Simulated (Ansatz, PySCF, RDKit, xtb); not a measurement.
**Isomers of [C6H6N3]+, a sample narrowed down**

Which of a sample of isomers of [C6H6N3]+ (charge +1) is the most stable in the gas at 298.15 K, and what are its properties? The sample is small against all isomers, and the most stable one of this formula need not be in it.

The funnel: GFN2-xTB relaxations, single points with a density functional, relaxations at PBE0-D3(BJ)/def2-SVP, harmonic vibrations (at GFN2-xTB), and a last energy at a higher level. All values are calculated.

## (1) Drawing up candidates

Isomers were taken from a list of plausible structures; this is a sample, not all of them. That gives 4 candidates.

| label | SMILES | spin |
| --- | --- | --- |
| c059 | N#Cc1cccc([NH3+])n1 | singlet |
| c079 | C[n+]1ccncc1C#N | singlet |
| c533 | C#Cc1c[n+](C)cnn1 | singlet |
| c934 | C[n+]1ccc(C#N)nc1 | singlet |

Candidates are built by distance geometry, with a force field where one applies, in up to four conformers (letters a to d).

Q: Predict the outcome of this search (final energies at CCSD(T)/def2-SVP + MP2/def2-TZVPP - MP2/def2-SVP).

| quantity | value |
| --- | --- |
| lowest structure found | N#Cc1cccc([NH3+])n1, singlet |
| next finalist | C[n+]1ccc(C#N)nc1, singlet, 8.6 kcal/mol higher in G |
| share at equilibrium, among the finalists | 100.0 % |
| HOMO energy (PBE0/def2-SVPD) | -12.42 eV |
| LUMO energy (PBE0/def2-SVPD) | -6.41 eV |
| HOMO–LUMO gap (PBE0/def2-SVPD) | 6.01 eV |
| lowest excitation (TD-PBE0/def2-SVPD) | 5.23 eV (f = 0.124) |
| strongest of the states computed, same level | 6.51 eV (f = 0.159) |
| lowest triplet excitation, same level, Tamm-Dancoff | 3.72 eV |
| vertical ionisation energy | 14.28 eV |
| vertical recombination energy (electron added) | 4.64 eV |
| vertical triplet less singlet | +3.81 eV |

The lowest structure found is `N#Cc1cccc([NH3+])n1`. Among the finalists first place is clear (8.6 kcal/mol); structures outside the list aren't covered. HF/STO-3G, r2SCAN-D4/def2-SVP, PBE0-D3(BJ)/def2-SVP, HF/def2-SVP and MP2/def2-SVP already put its bonding pattern lowest among the structures in one piece; GFN2-xTB favours the singlet C[n+]1ccc(C#N)nc1. The search is not exhaustive (a finite list of starts, one conformer a finalist), so a lower isomer can't be ruled out. Only 4 drawn patterns were tried, so whole families of isomers are missing, and the result ranks this sample alone.
